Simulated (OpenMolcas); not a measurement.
**Ta³⁺ among point charges: CASSCF and CASPT2 levels and susceptibility**

How does a field of 8 point charges split the states of Ta³⁺, and what χT follows?

The numbers are computed with OpenMolcas 26.06 (state-averaged CASSCF and CASPT2, spin-orbit coupling by RASSI with atomic mean-field integrals), except any that are marked as measured or tabulated.

## (1) Starting point

| Item | Value |
| --- | --- |
| Species | Ta³⁺ (tantalum, Z = 73, 70 electrons) |
| Basis | ANO-RCC-VDZP [7s6p4d2f1g], 68 functions |
| Scalar Hamiltonian | DKH2, point nucleus |
| Inactive shells | 1s 2s 2p 3s 3p 3d 4s 4p 4d 4f 5s 5p |
| Active space | 2 electrons in 5 orbitals (5d) |
| Some configurations of this space | 5d2 |
| Orbitals | optimised for each spin and parity, averaged over all roots |

Outer shells as boxes (Hund's rule):

5d2
```
5d [↑ ][↑ ][  ][  ][  ]
```

The ion sits among 8 point charges of -0.96 e arranged as a cube (Oh), 2.04 Å from the ion.

The work runs as a chain of OpenMolcas steps in one folder; each step below is one input file. Labels, J, g values, rates, χT and fits are worked out afterwards by a script from the matrices that RASSI stores. The input lists half of the charges; inversion (Group=XYZ) makes the rest.

## (2) Basis and integrals

Input file a.inp:

```
&GATEWAY
Coord
1

Ta 0.0 0.0 0.0
Basis=ANO-RCC-VDZP
Group=XYZ
NoMove
AngMom=0.0 0.0 0.0
AMFI
XField
4 Angstrom 0
1.177795 1.177795 1.177795 -0.960000
1.177795 1.177795 -1.177795 -0.960000
1.177795 -1.177795 1.177795 -0.960000
1.177795 -1.177795 -1.177795 -0.960000
&SEWARD
```

Launch:

```bash
$ OMP_NUM_THREADS=1 MOLCAS_MEM=1689 MOLCAS_PROJECT=a pymolcas a.inp > a.log
```

Log:

```text
Basis set label: TA.ANO-RCC...7S6P4D2F1G.

      Electronic valence basis set:
      ------------------
      Associated Effective Charge  73.000000 au
      Associated Actual Charge     73.000000 au
      Nuclear Model: Point charge

      Shell  nPrim  nBasis  Cartesian Spherical Contaminant
         s      24       7        X
         p      21       6        X
         d      15       4                 X
         f      11       2                 X
         g       4       1                 X
                  Relativistic Douglas-Kroll-Hess integrals:
                    - DKH order of Hamiltonian: 2
                    - DKH order of Properties : 0
                  Atomic mean-field integrals
```

## (3) CASSCF: triplets of even parity, 10 roots

Input file a.inp:

```
&RASSCF
FileOrb=start.orb
Symmetry=1
Spin=3
nActEl=2 0 0
Inactive=15 19
Ras2=5 0
CIRoot=10 10 1
SDav=10
CIMx=300
Iter=120 100
PrWF=0.3
OrbListing=Nothing
MaxOrb=0
>>> COPY $Project.JobIph JOB001
```

start.orb holds the contracted functions of the basis, ordered by shell, or the orbitals of the step before.

Log:

```text
Wave function specifications:
      -----------------------------

      Number of closed shell electrons          68
      Number of electrons in active shells       2
      Max number of holes in RAS1 space          0
      Max nr of electrons in RAS3 space          0
      Number of inactive orbitals               34
      Number of active orbitals                  5
      Number of secondary orbitals              29
      Spin quantum number                      1.0
      State symmetry                             1
Orbital specifications:
      -----------------------

      Symmetry species                           1   2
                                                ag  au
      Frozen orbitals                            0   0
      Inactive orbitals                         15  19
      Active orbitals                            5   0
      RAS1 orbitals                              0   0
      RAS2 orbitals                              5   0
      RAS3 orbitals                              0   0
      Secondary orbitals                        16  13
      Deleted orbitals                           0   0
      Number of basis functions                 36  32
      Number of CSFs                            10
      Number of root(s) required                10
      Iter CI   SX   CI       RASSCF       Energy    max ROT     max BLB   max BLB  Level Ln srch  Step   QN
          iter iter root      energy       change     param      element    value   shift minimum  type update
 Nr of preliminary CI iterations:   1
      Total energies have been shifted. Add               -15000.00 au
        1   1    5    0  -594.22518938    0.00E+00   1.07E-01*  17  20 2  1.22E-01*  0.46   0.00    SX    NO
        2   1    6    0  -594.26005409   -3.49E-02*  1.86E-02   13  29 2 -1.12E-01*  0.49   0.00    SX    NO
        3   1    5    0  -594.26379999   -3.75E-03*  1.81E-02   11  27 2  8.59E-02*  0.49   0.00    SX    NO
        4   1    5    0  -594.26514128   -1.34E-03* -6.93E-03   15  31 2 -7.32E-02*  0.50   0.00    SX    NO
        5   1    5    0  -594.26593860   -7.97E-04*  3.09E-03   11  27 2  6.17E-02*  0.49   0.54    LS   YES
        6   1    5    0  -594.26780710   -1.87E-03*  2.23E-03   11  27 2  1.41E-03*  0.49   1.02    QN   YES
        7   1    4    0  -594.26782076   -1.37E-05*  1.13E-03   18  24 2  5.22E-04*  0.50   1.51    LS   YES
        8   1    4    0  -594.26782252   -1.76E-06*  1.46E-04   11  27 2 -6.23E-04*  0.50   1.00    QN   YES
        9   1    4    0  -594.26782281   -2.83E-07*  1.83E-05   17  20 2 -7.00E-05   0.50   1.09    QN   YES
       10   1    3    0  -594.26782281   -4.62E-09   5.02E-06   18  21 2 -1.19E-05   0.50   1.16    QN   YES
      Convergence after 10 iterations
       11   1    3    0  -594.26782281   -1.42E-10   5.02E-06   17  23 2 -1.61E-06   0.50   1.16    QN   YES
      Natural orbitals and occupation numbers for root  1
      sym 1:  -0.000000  -0.000000   1.000000   0.000000   1.000000
      Natural orbitals and occupation numbers for root  2
      sym 1:  -0.000000   0.866712   0.133288   0.866712   0.133288
      Natural orbitals and occupation numbers for root  3
      sym 1:   0.849589   0.150411   0.849589  -0.000000   0.150411
::    RASSCF root number  1 Total energy: -15594.33829404
::    RASSCF root number  2 Total energy: -15594.29122945
::    RASSCF root number  3 Total energy: -15594.29122945
::    RASSCF root number  4 Total energy: -15594.29122945
::    RASSCF root number  5 Total energy: -15594.26561917
::    RASSCF root number  6 Total energy: -15594.26561917
::    RASSCF root number  7 Total energy: -15594.26561917
::    RASSCF root number  8 Total energy: -15594.22312940
::    RASSCF root number  9 Total energy: -15594.22312940
::    RASSCF root number 10 Total energy: -15594.22312940
```

## (4) Reference wave functions, singlets of even parity, 15 roots

Input file a.inp:

```
&RASSCF
FileOrb=start.orb
Symmetry=1
Spin=1
nActEl=2 0 0
Inactive=15 19
Ras2=5 0
CIRoot=15 15 1
SDav=15
CIMx=300
Iter=120 100
PrWF=0.3
OrbListing=Nothing
MaxOrb=0
>>> COPY $Project.JobIph JOB002
```

Log:

```text
Wave function specifications:
      -----------------------------

      Number of closed shell electrons          68
      Number of electrons in active shells       2
      Max number of holes in RAS1 space          0
      Max nr of electrons in RAS3 space          0
      Number of inactive orbitals               34
      Number of active orbitals                  5
      Number of secondary orbitals              29
      Spin quantum number                      0.0
      State symmetry                             1
Orbital specifications:
      -----------------------

      Symmetry species                           1   2
                                                ag  au
      Frozen orbitals                            0   0
      Inactive orbitals                         15  19
      Active orbitals                            5   0
      RAS1 orbitals                              0   0
      RAS2 orbitals                              5   0
      RAS3 orbitals                              0   0
      Secondary orbitals                        16  13
      Deleted orbitals                           0   0
      Number of basis functions                 36  32
      Number of CSFs                            15
      Number of root(s) required                15
      Iter CI   SX   CI       RASSCF       Energy    max ROT     max BLB   max BLB  Level Ln srch  Step   QN
          iter iter root      energy       change     param      element    value   shift minimum  type update
 Nr of preliminary CI iterations:   1
      Total energies have been shifted. Add               -15000.00 au
        1   1    4    0  -594.22171390    0.00E+00  -8.21E-03   19  26 1 -4.54E-03*  0.50   0.00    SX    NO
        2   1    5    0  -594.22197257   -2.59E-04*  2.35E-03   17  23 2 -2.98E-03*  0.49   0.00    SX    NO
        3   1    5    0  -594.22200169   -2.91E-05*  1.05E-03   11  29 2 -1.87E-03*  0.49   0.00    SX    NO
        4   1    5    0  -594.22200588   -4.20E-06*  1.70E-04   16  27 2  1.66E-03*  0.49   0.00    SX    NO
        5   1    4    0  -594.22200676   -8.78E-07*  2.38E-04   11  29 2 -1.39E-03*  0.49   0.59    SX   YES
        6   1    4    0  -594.22200711   -3.47E-07*  1.06E-04   16  27 2  1.17E-03*  0.49   0.55    LS   YES
        7   1    4    0  -594.22200777   -6.59E-07* -8.45E-05   17  20 2  8.69E-05   0.49   1.00    QN   YES
        8   1    3    0  -594.22200780   -3.08E-08* -3.31E-05   17  20 2  2.73E-05   0.49   1.40    QN   YES
        9   1    3    0  -594.22200780   -2.80E-09   3.50E-07   17  20 2  1.03E-06   0.49   1.00    QN   YES
      Convergence after  9 iterations
       10   1    3    0  -594.22200780    5.28E-11   3.50E-07   17  20 2  2.59E-07   0.49   1.00    QN   YES
      Natural orbitals and occupation numbers for root  1
      sym 1:   0.004559   0.013319   0.989914   0.002293   0.989914
      Natural orbitals and occupation numbers for root  2
      sym 1:   0.008889   0.000128   0.989914   0.011154   0.989914
      Natural orbitals and occupation numbers for root  3
      sym 1:   0.063632   0.063632   0.904552   0.063632   0.904552
::    RASSCF root number  1 Total energy: -15594.29269553
::    RASSCF root number  2 Total energy: -15594.29269553
::    RASSCF root number  3 Total energy: -15594.25969846
::    RASSCF root number  4 Total energy: -15594.24529398
::    RASSCF root number  5 Total energy: -15594.24529398
::    RASSCF root number  6 Total energy: -15594.24529398
::    RASSCF root number  7 Total energy: -15594.23124712
::    RASSCF root number  8 Total energy: -15594.23124712
::    RASSCF root number  9 Total energy: -15594.23124712
::    RASSCF root number 10 Total energy: -15594.18930718
::    RASSCF root number 11 Total energy: -15594.18930718
::    RASSCF root number 12 Total energy: -15594.18842452
::    RASSCF root number 13 Total energy: -15594.18842452
::    RASSCF root number 14 Total energy: -15594.18842452
::    RASSCF root number 15 Total energy: -15594.11151624
```

## (5) RASSI: spin-orbit coupling between the states

Input file a.inp:

```
&RASSI
NrOfJobIphs=2 10 15
1 2 3 4 5 6 7 8 9 10
1 2 3 4 5 6 7 8 9 10 11 12 13 14 15
IphNames
JOB001
JOB002
EJob
SpinOrbit
DIPRint=1.0
SOCoupling=1000.0
Subsets=2
Property=9
'ANGMOM' 1 'ANGMOM' 2 'ANGMOM' 3 'MLTPL  1' 1 'MLTPL  1' 2 'MLTPL  1' 3
'AMFI' 1 'AMFI' 2 'AMFI' 3
SOProperty=3
'ANGMOM' 1 'ANGMOM' 2 'ANGMOM' 3
```

Log:

```text
SPIN-FREE ENERGIES:
  (Shifted by EMIN (a.u.) =     -15594.3382940389)

 SF State       Relative EMIN(au)   Rel lowest level(eV)    D:o, cm**(-1)      L_eff

     1             0.0000000000        0.0000000000              0.0000         3.0
    11             0.0455985086        1.2407986293          10007.7159         2.8
    12             0.0455985086        1.2407986293          10007.7159         2.8
     4             0.0470645926        1.2806928072          10329.4841         3.0
     2             0.0470645926        1.2806928072          10329.4841         3.0
     3             0.0470645926        1.2806928072          10329.4841         3.0
     7             0.0726748648        1.9775838162          15950.2892         2.5
     5             0.0726748648        1.9775838162          15950.2892         2.5
     6             0.0726748648        1.9775838162          15950.2892         2.5
    13             0.0785955824        2.1386947488          17249.7365         3.7
    14             0.0930000551        2.5306604205          20411.1528         2.6
    15             0.0930000551        2.5306604205          20411.1528         2.6
    16             0.0930000551        2.5306604205          20411.1528         2.6
    17             0.1070469174        2.9128950154          23494.0827         4.0
    18             0.1070469174        2.9128950154          23494.0827         4.0
    19             0.1070469174        2.9128950154          23494.0827         4.0
     8             0.1151646357        3.1337893837          25275.7160         1.8
     9             0.1151646357        3.1337893837          25275.7160         1.8
    10             0.1151646357        3.1337893837          25275.7160         1.8
    20             0.1489868547        4.0541388480          32698.8350         3.4
    21             0.1489868547        4.0541388480          32698.8350         3.4
    22             0.1498695203        4.0781574023          32892.5577         3.6
    23             0.1498695203        4.0781574023          32892.5577         3.6
    24             0.1498695203        4.0781574023          32892.5577         3.6
    25             0.2267777957        6.1709381909          49771.9731         1.2
     Dipole printing threshold changed to   1.00000000E+00
Eigenvalues of complex Hamiltonian:
   -----------------------------------
  (Shifted by EMIN (a.u.) =     -15594.3382940389)

 SO State       Relative EMIN(au)   Rel lowest level(eV)    D:o, cm**(-1)     J-value

     1            -0.0068232652        0.0000000001              0.0000         2.1
     2            -0.0068232652        0.0000000000              0.0000         2.2
     3            -0.0068232652        0.0000000000              0.0000         2.2
     4             0.0240376851        0.8397692378           6773.1957         2.0
     5             0.0240376851        0.8397692382           6773.1957         1.8
     6             0.0409882009        1.3010162702          10493.4039         2.4
     7             0.0432123140        1.3615374714          10981.5403         2.5
     8             0.0432123140        1.3615374709          10981.5403         2.5
     9             0.0432123140        1.3615374714          10981.5403         2.6
    10             0.0465946056        1.4535743149          11723.8675         2.3
    11             0.0465946056        1.4535743150          11723.8675         2.8
    12             0.0465946056        1.4535743153          11723.8675         2.3
    13             0.0580077967        1.7641430653          14228.7734         2.1
    14             0.0580077967        1.7641430652          14228.7734         2.2
    15             0.0622426519        1.8793793466          15158.2167         2.2
    16             0.0712805279        2.1253124810          17141.8012         2.4
    17             0.0712805279        2.1253124806          17141.8012         2.5
    18             0.0712805279        2.1253124806          17141.8012         2.4
    19             0.0757276429        2.2463246458          18117.8301         2.7
    20             0.0757276429        2.2463246455          18117.8301         3.0
    21             0.0758039056        2.2483998594          18134.5679         2.7
    22             0.0758039056        2.2483998595          18134.5679         1.6
    23             0.0758039056        2.2483998595          18134.5679         2.7
    24             0.0862302834        2.5321160521          20422.8933         2.1
    25             0.0862302834        2.5321160524          20422.8933         1.7
    26             0.0862302834        2.5321160520          20422.8933         2.1
    27             0.0897818384        2.6287587875          21202.3695         2.4
    28             0.1055109313        3.0567692097          24654.5064         1.5
    29             0.1055109313        3.0567692100          24654.5064         3.1
    30             0.1055109313        3.0567692099          24654.5064         3.1
    31             0.1152201475        3.3209704408          26785.4330         2.6
    32             0.1192668774        3.4310875703          27673.5876         1.7
    33             0.1192668774        3.4310875704          27673.5876         2.1
    34             0.1201179595        3.4542466961          27860.3785         1.6
    35             0.1201179595        3.4542466958          27860.3785         3.0
    36             0.1201179595        3.4542466956          27860.3785         3.0
    37             0.1243281862        3.5688128007          28784.4164         2.0
    38             0.1243281862        3.5688128013          28784.4165         2.2
    39             0.1243281862        3.5688128011          28784.4165         2.2
    40             0.1524494542        4.3340314860          34956.3214         2.7
    41             0.1524494542        4.3340314859          34956.3214         2.7
Weights of the five most important spin-orbit-free states for each spin-orbit state.

 SO State  Total energy (au)           Spin-free states, spin, and weights
 -------------------------------------------------------------------------------------------------------
    1        -0.006823       1 1.0  0.8771    2 1.0  0.0478    4 1.0  0.0281    3 1.0  0.0272   15 0.0  0.0109
    2        -0.006823       1 1.0  0.8771    4 1.0  0.0489    3 1.0  0.0486   14 0.0  0.0147    2 1.0  0.0057
    3        -0.006823       1 1.0  0.8771    2 1.0  0.0497    3 1.0  0.0273    4 1.0  0.0262   16 0.0  0.0117
    4         0.024038      12 0.0  0.4047    4 1.0  0.2019    6 1.0  0.1011    3 1.0  0.0968    7 1.0  0.0960
    5         0.024038      11 0.0  0.4047    2 1.0  0.1701    3 1.0  0.1605    5 1.0  0.1313    4 1.0  0.0554
    6         0.040988       4 1.0  0.3333    2 1.0  0.3333    3 1.0  0.3333    7 1.0  0.0000    5 1.0  0.0000
    7         0.043212       3 1.0  0.3675    4 1.0  0.3129    1 1.0  0.1083    2 1.0  0.0584    5 1.0  0.0581
    8         0.043212       2 1.0  0.3262    3 1.0  0.3205    1 1.0  0.1083    4 1.0  0.0920    7 1.0  0.0579
    9         0.043212       2 1.0  0.3541    4 1.0  0.3338    1 1.0  0.1083    5 1.0  0.0575    7 1.0  0.0535
   10         0.046595       3 1.0  0.4605    4 1.0  0.3900    2 1.0  0.0693    5 1.0  0.0358    6 1.0  0.0333
   11         0.046595       2 1.0  0.4460    4 1.0  0.4022    3 1.0  0.0716    5 1.0  0.0356    7 1.0  0.0333
   12         0.046595       2 1.0  0.4045    3 1.0  0.3876    4 1.0  0.1277    7 1.0  0.0357    6 1.0  0.0356
```

These steps took 8.4 s in all on 1 thread of Arm Neoverse N1, shared host.

Spin-free states, with their symmetry labels:

```
state  degeneracy  E (cm-1)  free-ion L (%)
  3A2           1         0         F (100)
   1E           2     10008          D (67)
  3T2           3     10329         F (100)
  3T1           3     15950          F (70)
  1A1           1     17250          G (87)
  1T2           3     20411          D (75)
  1T1           3     23494         G (100)
  3T1           3     25276          P (70)
   1E           2     32699          G (67)
  1T2           3     32893          G (75)
  1A1           1     49772          S (87)
```

With spin-orbit coupling:

```json
{"E (cm-1)": "0.0", "Degeneracy": "3", "Label": "T2", "2S+1": "3"}
{"E (cm-1)": "6773", "Degeneracy": "2", "Label": "E", "2S+1": "3"}
{"E (cm-1)": "10493", "Degeneracy": "1", "Label": "A2", "2S+1": "3"}
{"E (cm-1)": "10982", "Degeneracy": "3", "Label": "T2", "2S+1": "3"}
{"E (cm-1)": "11724", "Degeneracy": "3", "Label": "T1", "2S+1": "3"}
{"E (cm-1)": "14229", "Degeneracy": "2", "Label": "E", "2S+1": "1"}
{"E (cm-1)": "15158", "Degeneracy": "1", "Label": "A1", "2S+1": "3"}
{"E (cm-1)": "17142", "Degeneracy": "3", "Label": "T2", "2S+1": "3"}
{"E (cm-1)": "18118", "Degeneracy": "2", "Label": "E", "2S+1": "3"}
{"E (cm-1)": "18135", "Degeneracy": "3", "Label": "T1", "2S+1": "3"}
{"E (cm-1)": "20423", "Degeneracy": "3", "Label": "T2", "2S+1": "1"}
{"E (cm-1)": "21202", "Degeneracy": "1", "Label": "A1", "2S+1": "1"}
{"E (cm-1)": "24655", "Degeneracy": "3", "Label": "T1", "2S+1": "1"}
{"E (cm-1)": "26785", "Degeneracy": "1", "Label": "A1", "2S+1": "3"}
{"E (cm-1)": "27674", "Degeneracy": "2", "Label": "E", "2S+1": "3"}
{"E (cm-1)": "27860", "Degeneracy": "3", "Label": "T1", "2S+1": "3"}
{"E (cm-1)": "28784", "Degeneracy": "3", "Label": "T2", "2S+1": "3"}
{"E (cm-1)": "34956", "Degeneracy": "2", "Label": "E", "2S+1": "1"}
{"E (cm-1)": "35180", "Degeneracy": "3", "Label": "T2", "2S+1": "1"}
{"E (cm-1)": "52425", "Degeneracy": "1", "Label": "A1", "2S+1": "1"}
```

Powder χT (cm³ K/mol): 0.25 at 2 K, 0.25 at 5 K, 0.25 at 10 K, 0.25 at 20 K, 0.26 at 50 K, 0.26 at 100 K, 0.27 at 150 K, 0.28 at 200 K, 0.29 at 250 K, 0.30 at 300 K.

A ligand-field fit to the states below 45000 cm-1 gives 10Dq = -10795 cm-1, B = 645 cm-1 and C = 2688 cm-1 (C/B = 4.17), with a deviation of 113 cm-1.

(Part 1 of 2 ends here.)
